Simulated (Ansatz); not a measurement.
# CdPd: the cost of one run

Computed with Ansatz 0.2.0 (DFT r2SCAN, scalar-relativistic, plane waves, PAW, unless a step's input says otherwise).

### Step 1. Starting point

It takes space group P4/mmm (No. 123, tetragonal). Conventional cell: a = 3.028 Å, b = 3.028 Å, c = 3.631 Å, α = 90.00°, β = 90.00°, γ = 90.00°. Around Cd (site symmetry 4/mmm) lie 8 Pd at 2.81 Å and 4 Cd at 3.03 Å. Around Pd (site symmetry 4/mmm) lie 8 Cd at 2.81 Å and 4 Pd at 3.03 Å.

Coordinates:

```cif
data_structure
_symmetry_space_group_name_H-M 'P 1'
_symmetry_Int_Tables_number 1
_cell_length_a 3.0276
_cell_length_b 3.0276
_cell_length_c 3.6310
_cell_angle_alpha 90.000
_cell_angle_beta 90.000
_cell_angle_gamma 90.000
_cell_volume 33.28
loop_
_atom_site_label
_atom_site_type_symbol
_atom_site_fract_x
_atom_site_fract_y
_atom_site_fract_z
_atom_site_occupancy
Cd1 Cd 0.00000 0.00000 0.00000 1
Pd1 Pd 0.50000 0.50000 0.50000 1
```

No relaxation comes first: the listed cell is the starting point.

### Step 2. Zero of energy

Reference values: F = -15254.8523 eV; pressure 2.10 GPa; largest force 0.000 eV/Å; gap on the mesh none (metal). It was computed beforehand with the settings of the runs below.

### Step 3. Next: a two-dimensional strain map

The cell is strained by p along both x and y and by q along z, with fractional coordinates fixed.

### Step 4. p = -0.080, q = -0.080

File input.yaml:

```yaml
crystal:
  lattice:
    - [2.785392, 0.0, 0.0]
    - [0.0, 2.785392, 0.0]
    - [0.0, 0.0, 3.34052]
  atoms:
    - { symbol: Cd, position: [0.0, 0.0, 0.0] }
    - { symbol: Pd, position: [0.5, 0.5, 0.5] }
basis:
  ecutwfc: 500
kpoints:
  mp_grid: { grid: [16, 16, 14] }
hamiltonian:
  xc: r2scan
scf:
  occupations: { method: gaussian, width: 0.15 }
output:
  forces: true
  stress: true
  eigenvalues: true
```

Started as:

```sh
$ ansatz run input.yaml --threads 1 --pin off --max-ram 2560MiB --backend cpu --events-out ev --progress --plain --runs-dir out
```

Q: Estimate wall time and peak memory on 1 thread of Arm Neoverse V2, shared host.

About 22 s, with a peak of 0.53 GiB.
